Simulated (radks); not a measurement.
**Numerical settings for Nd³⁺**

Aim: see which numerical settings matter for the neodymium ion Nd3+. Each run changes a setting or two against a run with the defaults. The defaults are a mesh step of 0.008 in ln r, a mesh end at 40 bohr or more, Anderson mixing 0.5 over 9 steps and a tight residual threshold, with the energy settled to 1e-9 hartree as well; every run has a cap on iterations.

Program: radks (a radial shooting solver on a logarithmic mesh, Libxc functionals) version 1. Level of theory: Dirac Kohn-Sham, PBE, spin-unpolarised, spherical densities, finite nucleus; open shells fill j = l - 1/2 first. These are calculated values, not measurements, unless marked.

## 1. The system

* element: neodymium (Z = 60)
* charge: +3
* electrons: 57
* configuration: [Xe] 4f3
* nuclear rms radius: 4.9123 fm

## 2. Default settings

Settings of this run:

```text
Z 60
configuration [Xe] 4f3
relativity Dirac
functional pbe,pbe
spin unpolarised
j_filling energy
nucleus finite rms 4.9123 fm
c 137.035999084
max_iterations 78
```

Command:

```sh
python run_ks.py task.json out
```

All runs below come from this command, one after another.

## 3. Mesh step in ln r 0.02

Changes since step 2:

```diff
@@ -8,2 +8,3 @@
 c 137.035999084
+mesh_step 0.02
 max_iterations 78
```

## 4. Mesh step in ln r 0.12

Changes since step 3:

```diff
@@ -8,3 +8,3 @@
 c 137.035999084
-mesh_step 0.02
+mesh_step 0.12
 max_iterations 78
```

## 5. Mesh step in ln r 0.005

Changes since step 4:

```diff
@@ -8,3 +8,3 @@
 c 137.035999084
-mesh_step 0.12
+mesh_step 0.005
 max_iterations 78
```

## 6. Mesh end (bohr) 20

Changes since step 5:

```diff
@@ -8,3 +8,3 @@
 c 137.035999084
-mesh_step 0.005
+mesh_end 20
 max_iterations 78
```

## 7. Mesh end (bohr) 3

Changes since step 6:

```diff
@@ -8,3 +8,3 @@
 c 137.035999084
-mesh_end 20
+mesh_end 3
 max_iterations 78
```

## 8. Residual threshold 0.1

Changes since step 7:

```diff
@@ -8,3 +8,3 @@
 c 137.035999084
-mesh_end 3
+threshold 0.1
 max_iterations 78
```

## 9. Residual threshold 0.01

Changes since step 8:

```diff
@@ -8,3 +8,3 @@
 c 137.035999084
-threshold 0.1
+threshold 0.01
 max_iterations 78
```

## 10. Mixing 1.5

Changes since step 9:

```diff
@@ -8,3 +8,3 @@
 c 137.035999084
-threshold 0.01
+mixing 1.5
 max_iterations 78
```

## 11. Mixing history 1, mixing 0.5

Changes since step 10:

```diff
@@ -8,3 +8,4 @@
 c 137.035999084
-mixing 1.5
+history 1
+mixing 0.5
 max_iterations 78
```

## 12. Mixing history 1, mixing 0.8

Changes since step 11:

```diff
@@ -9,3 +9,3 @@
 history 1
-mixing 0.5
+mixing 0.8
 max_iterations 78
```

## 13. Mixing history 2

Changes since step 12:

```diff
@@ -8,4 +8,3 @@
 c 137.035999084
-history 1
-mixing 0.8
+history 2
 max_iterations 78
```

## 14. Iteration cap 3

Changes since step 13:

```diff
@@ -8,3 +8,2 @@
 c 137.035999084
-history 2
-max_iterations 78
+max_iterations 3
```

**Question.** What will these runs give? Wanted: for each run, setting; iterations; converged; change of E.

**Answer**, as computed:

| setting | mesh points | iterations | converged | change of E (mhartree) | time |
| --- | --- | --- | --- | --- | --- |
| Default settings | 2213 | 14 | yes | 0 | - |
| mesh step in ln r 0.02 | 885 | 14 | yes | +0.0003814 | 0.05 s |
| mesh step in ln r 0.12 | 148 | 2 | no | - | 0.01 s |
| mesh step in ln r 0.005 | 3540 | 14 | yes | 0 | 0.17 s |
| mesh end (bohr) 20 | 2102 | 14 | yes | 0 | 0.11 s |
| mesh end (bohr) 3 | 1865 | 14 | yes | +585.8 | 0.1 s |
| residual threshold 0.1 | 2213 | 9 | yes | 0 | 0.08 s |
| residual threshold 0.01 | 2213 | 9 | yes | 0 | 0.08 s |
| mixing 1.5 | 2213 | 14 | yes | 0 | 0.11 s |
| mixing history 1, mixing 0.5 | 2213 | 30 | yes | 0 | 0.18 s |
| mixing history 1, mixing 0.8 | 2213 | 71 | yes | 0 | 0.43 s |
| mixing history 2 | 2213 | 18 | yes | 0 | 0.13 s |
| iteration cap 3 | 2213 | 3 | no | - | 0.03 s |

**Reading.** A zero stands for a change under the printed digits. Converged yet off by more than 1 mhartree: mesh end (bohr) 3. Convergence of the cycle says nothing about the mesh. Not converged or rejected: mesh step in ln r 0.12; iteration cap 3. A mesh that ends early acts as a hard wall.
